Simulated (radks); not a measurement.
**Valence configurations of As**

The task here is to estimate one member of a computed series from the others.

The numbers are computed with radks (a radial shooting solver on a logarithmic mesh, Libxc functionals) version 1 (Dirac Kohn-Sham, PBE, spin-unpolarised, spherical densities, point nucleus; open shells fill j = l - 1/2 first), except any that are marked as measured or tabulated.

### Starting point

```
element       : arsenic (Z = 33)
charge        : 0
electrons     : 33
configuration : [Ar] 3d10 4s2 4p3
others tried  : 3d10 4p5; 3d10 4s1 4p4; 3d9.5 4s2 4p3.5; 3d9 4s2 4p4; 3d8 4s2 4p5; 3d10 4s1.5 4p3.5; 3d7 4s2 4p6; 3d9 4s1 4p5
```

The first run:

Settings of this run:

```text
Z 33
configuration [Ar] 3d10 4s2 4p3
relativity Dirac
functional pbe,pbe
spin unpolarised
j_filling energy
nucleus point
c 137.035999084
```

Among the steps run: [Ar] 3d10 4s2 4p3.

One table of the session follows, with a row left open; its other results are not shown here.

It belongs to the step «[Ar] 3d10 4s2 4p3». From the orbitals of this run (lengths in bohr):

| level | <r> | outermost maximum (interpolated) | 90 % within | nodes |
| --- | --- | --- | --- | --- |
| 3s1/2 | 0.5981 | 0.522 | 0.893 | 2 |
| 3p1/2 | 0.6100 | 0.515 | 0.936 | 1 |
| 3p3/2 | 0.6206 | 0.524 | 0.952 | 1 |
| 3d3/2 | 0.6756 | 0.475 | 1.13 | 0 |
| 3d5/2 | ? | ? | ? | ? |
| 4s1/2 | 1.941 | 1.62 | 2.92 | 3 |
| 4p1/2 | 2.525 | 1.96 | 3.96 | 2 |
| 4p3/2 | 2.579 | 2.00 | 4.05 | 2 |

Q: Estimate the row for 3d5/2 from the others.

**Answer.** <r>: 0.6804; outermost maximum (interpolated): 0.478; 90 % within: 1.14; nodes: 0. In the column «<r>» it lies between 3d3/2 (0.6756) and 4s1/2 (1.941).
